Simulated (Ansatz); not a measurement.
# Zn6S5 wurtzite ring sphere (Zn6S5Cl2): one molecule under many settings

How do the results and run time of Zn6S5 wurtzite ring sphere (Zn6S5Cl2) respond when the settings are drawn wide?

Method: the settings change from run to run; program: Ansatz 0.2.0, Gaussian basis.

## 1. The molecule

An earlier PBE-D4/def2-SVP relaxation fixed the geometry.

13 atoms, charge 0, spin multiplicity 1.

Atoms are counted from 1 here; the program's logs count them from 0.

Bond lengths: Zn1–S2 2.379 Å, Zn1–S7 2.426 Å, Zn1–Cl12 2.130 Å, S2–Zn4 2.626 Å, S2–Zn5 2.380 Å, S2–Zn9 2.410 Å, S3–Zn4 2.235 Å, S3–Zn8 2.144 Å, Zn4–S6 2.235 Å, Zn5–S10 2.423 Å, Zn5–Cl13 2.129 Å, S6–Zn11 2.144 Å, S7–Zn8 2.247 Å, S7–Zn9 2.290 Å, Zn9–S10 2.291 Å, S10–Zn11 2.248 Å. Angles: S2–Zn1–S7 98.8°, S2–Zn1–Cl12 132.0°, S7–Zn1–Cl12 129.2°, Zn1–S2–Zn4 119.1°, Zn1–S2–Zn5 110.4°, Zn1–S2–Zn9 73.6°, Zn4–S2–Zn5 119.4°, Zn4–S2–Zn9 88.5°, Zn5–S2–Zn9 73.6°, Zn4–S3–Zn8 84.7°, S2–Zn4–S3 106.8°, S2–Zn4–S6 106.6°, S3–Zn4–S6 146.0°, S2–Zn5–S10 98.7°, S2–Zn5–Cl13 131.8°, S10–Zn5–Cl13 129.5°, Zn4–S6–Zn11 84.6°, Zn1–S7–Zn8 78.5° and more.

## 2. PBE0-DH/6-31G*

in.yaml

```yaml
crystal:
  periodic: [false, false, false]
  atoms:
    - {symbol: Zn, position_ang: [0.703597, -2.081297, -1.153656]}
    - {symbol: S, position_ang: [-0.840900, -0.513856, -0.250657]}
    - {symbol: S, position_ang: [0.339303, -1.693941, 3.285891]}
    - {symbol: Zn, position_ang: [-0.812045, -0.033199, 2.330423]}
    - {symbol: Zn, position_ang: [-1.179118, 1.285602, -1.771569]}
    - {symbol: S, position_ang: [-1.735755, 1.982702, 2.613148]}
    - {symbol: S, position_ang: [2.758065, -1.101248, -0.315669]}
    - {symbol: Zn, position_ang: [1.639862, -1.497470, 1.592769]}
    - {symbol: Zn, position_ang: [1.269685, 0.635971, -0.423980]}
    - {symbol: S, position_ang: [0.599389, 2.746017, -1.012217]}
    - {symbol: Zn, position_ang: [-0.619606, 2.517887, 0.862246]}
    - {symbol: Cl, position_ang: [0.436799, -3.798526, -2.385728]}
    - {symbol: Cl, position_ang: [-2.559276, 1.551357, -3.371012]}
basis:
  gaussian: {orbitals: "6-31G*"}
hamiltonian: {xc: {name: PBE0-DH}}
scf: {omitted_lower_state_checks: [starts]}
output: {forces: true}
```

The run is started by

```bash
$ ansatz run in.yaml --threads 2 --pin off --events-out ev --progress --plain --max-ram 32768MiB --backend cuda --devices 0, --max-vram 18GiB
```

What it wrote (excerpt; [...] marks lines left out):

```text
Functional definition: PBE0-DH
  name "PBE0-DH"
  cite "Brémond & Adamo, J. Chem. Phys. 135, 024106 (2011) doi:10.1063/1.3604569"
  cite "Perdew, Burke & Ernzerhof, Phys. Rev. Lett. 77, 3865 (1996) doi:10.1103/PhysRevLett.77.3865"
[...]
3108 factors; integrals over basis functions are off by at most 5.3e-4 eV
[...]
mean field -369599.52057995 eV, -13582.5318577600 hartree, gradient 5.6e-6 eV, S^2 0.000000; 0 other end points of the search recorded, 0 dependent functions left out
65 core orbitals not correlated: weight in the atoms' cores, before any rotation towards them, 1.000 or more for the frozen orbitals, at most 0.000 for the correlated occupied ones
reference -369599.52061646 eV, -13582.5318591018 hartree; 82, 82 occupied and 202, 202 virtual orbitals, 3108 factors
second order -94.45860525 eV of doubles, -0.00000000 eV of singles
[...]
Total energy: -369611.32794211 eV, -13582.9657703164 hartree
Atom 0 at     0.703597    -2.081297    -1.153656 Å, force    -0.053008    -0.001933    -0.052421 eV/Å
Atom 1 at    -0.840900    -0.513856    -0.250657 Å, force     0.569814     0.253961    -0.302762 eV/Å
Atom 2 at     0.339303    -1.693941     3.285891 Å, force     0.170915     0.493157    -0.797051 eV/Å
Atom 3 at    -0.812045    -0.033199     2.330423 Å, force    -0.197282    -0.055326     0.279170 eV/Å
Atom 4 at    -1.179118     1.285602    -1.771569 Å, force    -0.016902    -0.059888    -0.028816 eV/Å
Atom 5 at    -1.735755     1.982702     2.613148 Å, force     0.626907    -0.305144    -0.646268 eV/Å
Atom 6 at     2.758065    -1.101248    -0.315669 Å, force    -1.063265     0.180851     0.393000 eV/Å
Atom 7 at     1.639862    -1.497470     1.592769 Å, force     0.073498    -0.071921     0.141139 eV/Å
Atom 8 at     1.269685     0.635971    -0.423980 Å, force     0.093667     0.017138    -0.210981 eV/Å
Atom 9 at     0.599389     2.746017    -1.012217 Å, force    -0.473284    -0.864460     0.576732 eV/Å
Atom 10 at    -0.619606     2.517887     0.862246 Å, force    -0.044640     0.128733     0.105849 eV/Å
Atom 11 at     0.436799    -3.798526    -2.385728 Å, force     0.050778     0.335650     0.240022 eV/Å
Atom 12 at    -2.559276     1.551357    -3.371012 Å, force     0.262800    -0.050819     0.302387 eV/Å
Dipole moment:     0.970895     0.638459     0.493036 e Å
Checks for a lower state left out: starts
```

Wall time 16 s (1 × H100 (card shared with other runs) with 2 threads of AMD EPYC 7R13, shared host); peak host memory 3.7 GiB.

Largest force 1.148 eV/Å, dipole 6.06 D.

## 3. RPBE/pcseg-2

This run has density fitting with def2-universal-jkfit, D3(BJ) with three-body dispersion.

in.yaml: that of step 2 with these lines changed.

```diff
@@ -17,4 +17,4 @@
 basis:
-  gaussian: {orbitals: "6-31G*"}
-hamiltonian: {xc: {name: PBE0-DH}}
+  gaussian: {orbitals: pcseg-2, fitting: {mean_field: def2-universal-jkfit}}
+hamiltonian: {xc: {name: RPBE}, dispersion: d3bjatm}
 scf: {omitted_lower_state_checks: [starts]}
```

Launched as before.

What it wrote (excerpt; [...] marks lines left out):

```text
Functional definition: RPBE
  name "RPBE"
  cite "Hammer, Hansen & Nørskov, Phys. Rev. B 59, 7413 (1999) doi:10.1103/PhysRevB.59.7413"
  cite "Perdew, Burke & Ernzerhof, Phys. Rev. Lett. 77, 3865 (1996) doi:10.1103/PhysRevLett.77.3865"
[...]
2480 factors; integrals over basis functions are off by at most 9.0e-1 eV
[...]
mean field -369748.09586587 eV, -13587.9918988097 hartree, gradient 3.7e-5 eV, S^2 0.000000; 0 other end points of the search recorded, 0 dependent functions left out
[...]
reference -369748.09592192 eV, -13587.9919008696 hartree; 147, 147 occupied and 427, 427 virtual orbitals, 2480 factors
Total energy: -369755.93487655 eV, -13588.2799771388 hartree
Atom 0 at     0.703597    -2.081297    -1.153656 Å, force     0.090252     0.413145     0.310396 eV/Å
Atom 1 at    -0.840900    -0.513856    -0.250657 Å, force     0.341433     0.189176     0.020461 eV/Å
[...]
Atom 4 at    -1.179118     1.285602    -1.771569 Å, force     0.348351    -0.044452     0.408153 eV/Å
Atom 5 at    -1.735755     1.982702     2.613148 Å, force     0.140434    -0.104648    -0.141647 eV/Å
Atom 6 at     2.758065    -1.101248    -0.315669 Å, force    -0.515326     0.017730     0.123717 eV/Å
Atom 7 at     1.639862    -1.497470     1.592769 Å, force    -0.180705     0.193496    -0.338299 eV/Å
Atom 8 at     1.269685     0.635971    -0.423980 Å, force    -0.271356    -0.127179     0.120487 eV/Å
Atom 9 at     0.599389     2.746017    -1.012217 Å, force    -0.274874    -0.400770     0.197705 eV/Å
Atom 10 at    -0.619606     2.517887     0.862246 Å, force     0.116100    -0.340467    -0.241868 eV/Å
Atom 11 at     0.436799    -3.798526    -2.385728 Å, force     0.010984     0.005676     0.005185 eV/Å
Atom 12 at    -2.559276     1.551357    -3.371012 Å, force     0.002307     0.009808    -0.005352 eV/Å
Dipole moment:     0.882641     0.584689     0.469136 e Å
Checks for a lower state left out: starts
```

Run time: 12 s. Hardware: 1 × H100 (card shared with other runs) with 2 threads of AMD EPYC 7R13, shared host; peak host memory 1 GiB.

Largest force 0.538 eV/Å, dipole 5.56 D.

## 4. HSE06/def2-SVPD

Set apart from the defaults: the search for lower states set to full.

in.yaml: that of step 3 with these lines changed.

```diff
@@ -17,5 +17,5 @@
 basis:
-  gaussian: {orbitals: pcseg-2, fitting: {mean_field: def2-universal-jkfit}}
-hamiltonian: {xc: {name: RPBE}, dispersion: d3bjatm}
-scf: {omitted_lower_state_checks: [starts]}
+  gaussian: {orbitals: def2-SVPD}
+hamiltonian: {xc: {name: HSE06}}
+scf: {lower_state_search: full}
 output: {forces: true}
```

The command is unchanged.

What it wrote (excerpt; [...] marks lines left out):

```text
Functional definition: HSE06
  name "HSE06"
  cite "Heyd, Scuseria & Ernzerhof, J. Chem. Phys. 118, 8207 (2003) doi:10.1063/1.1564060"
  cite "Krukau, Vydrov, Izmaylov & Scuseria, J. Chem. Phys. 125, 224106 (2006) doi:10.1063/1.2404663"
  cite "Heyd & Scuseria, J. Chem. Phys. 120, 7274 (2004) doi:10.1063/1.1668634"
  cite "Ernzerhof & Perdew, J. Chem. Phys. 109, 3313 (1998) doi:10.1063/1.476928"
  cite "Perdew, Burke & Ernzerhof, Phys. Rev. Lett. 77, 3865 (1996) doi:10.1103/PhysRevLett.77.3865"
  parent pbe
[...]
  # The whole range is PBE's own exchange, as in plane waves. The composition of these papers is wPBEh.
[...]
3605 factors; integrals over basis functions are off by at most 6.0e-4 eV
217 factors; integrals over basis functions are off by at most 1.4e-6 eV
[...]
Atom 3 at    -0.812045    -0.033199     2.330423 Å, force    -0.256970    -0.103385     0.203641 eV/Å
Atom 4 at    -1.179118     1.285602    -1.771569 Å, force     0.088847    -0.009269     0.005829 eV/Å
Atom 5 at    -1.735755     1.982702     2.613148 Å, force     0.037737    -0.012944    -0.013183 eV/Å
Atom 6 at     2.758065    -1.101248    -0.315669 Å, force    -0.349014    -0.005858     0.054849 eV/Å
Atom 7 at     1.639862    -1.497470     1.592769 Å, force     0.322788    -0.201865     0.161996 eV/Å
Atom 8 at     1.269685     0.635971    -0.423980 Å, force     0.331730     0.160708    -0.159082 eV/Å
Atom 9 at     0.599389     2.746017    -1.012217 Å, force    -0.194606    -0.268425     0.100992 eV/Å
Atom 10 at    -0.619606     2.517887     0.862246 Å, force    -0.023139     0.404197     0.051615 eV/Å
Atom 11 at     0.436799    -3.798526    -2.385728 Å, force    -0.025254    -0.182467    -0.127255 eV/Å
Atom 12 at    -2.559276     1.551357    -3.371012 Å, force    -0.153428     0.034446    -0.178072 eV/Å
Dipole moment:     0.918031     0.604287     0.467523 e Å
```

It took 26 s on 1 × H100 (card shared with other runs) with 2 threads of AMD EPYC 7R13, shared host; peak host memory 1.9 GiB.

Largest force 0.414 eV/Å, dipole 5.74 D.

## 5. LC-wPBE/6-31G*

Options: charge +1, multiplicity 2, restricted open-shell orbitals, relativity set to none, the search for lower states set to full.

in.yaml: that of step 4 with these lines changed.

```diff
@@ -17,5 +17,6 @@
 basis:
-  gaussian: {orbitals: def2-SVPD}
-hamiltonian: {xc: {name: HSE06}}
+  gaussian: {orbitals: "6-31G*"}
+total_charge: 1
+magnetization: {spin_polarized: false, initial_magnetization: 1}
+hamiltonian: {xc: {name: LC-wPBE}, pseudopotentials: {relativity: none}}
 scf: {lower_state_search: full}
-output: {forces: true}
```

Launched as before.

What it wrote (excerpt; [...] marks lines left out):

```text
Functional definition: LC-wPBE
  name "LC-wPBE"
  cite "Vydrov & Scuseria, J. Chem. Phys. 125, 234109 (2006) doi:10.1063/1.2409292"
  cite "Heyd & Scuseria, J. Chem. Phys. 120, 7274 (2004) doi:10.1063/1.1668634"
  cite "Ernzerhof & Perdew, J. Chem. Phys. 109, 3313 (1998) doi:10.1063/1.476928"
  cite "Perdew, Burke & Ernzerhof, Phys. Rev. Lett. 77, 3865 (1996) doi:10.1103/PhysRevLett.77.3865"
  parent pbe
[...]
3796 factors; their error is unknown
750 factors; integrals over basis functions are off by at most 2.8e-4 eV
[...]
mean field -369627.54449729 eV, -13583.5617177272 hartree, gradient 5.5e-5 eV, S^2 0.750000; 6 other end points of the search recorded, 0 dependent functions left out
reference -369627.54449730 eV, -13583.5617177276 hartree; 147, 146 occupied and 202, 203 virtual orbitals, 3796 factors
Total energy: -369627.54449730 eV, -13583.5617177276 hartree
```

Run time: 78 s. Hardware: 1 × H100 (card shared with other runs) with 2 threads of AMD EPYC 7R13, shared host; peak host memory 1.1 GiB.

## 6. The runs in one table

| level | charge | multiplicity | geometry | functions | energy (eV) | time |
| --- | --- | --- | --- | --- | --- | --- |
| PBE0-DH/6-31G* | 0 | 1 | relaxed | 349 | -369611.328 | 16 s |
| RPBE/pcseg-2 | 0 | 1 | relaxed | 574 | -369755.935 | 12 s |
| HSE06/def2-SVPD | 0 | 1 | relaxed | 393 | -369623.553 | 26 s |
| LC-wPBE/6-31G* | 1 | 2 | relaxed | 349 | -369627.544 | 78 s |

## 7. Results

```
                                         quantity                 value
                                             runs                     4
                                         quickest    RPBE/pcseg-2, 12 s
                                          slowest  LC-wPBE/6-31G*, 78 s
spread of total energies, same state and geometry              144.6 eV
                  dipole, same state and geometry        5.56 to 6.06 D
```

In words: LC-wPBE/6-31G* took 7 times as long as RPBE/pcseg-2. The jobs differ in tasks and options as well as level. The totals spread over 145 eV; they can't be compared across methods or bases. At the PBE-D4/def2-SVP geometry and in the same state, runs without warnings or point charges leave forces up to 1.15 eV/Å (PBE0-DH/6-31G*). At that geometry and state the dipole changes by 9 % between the lowest and highest value.
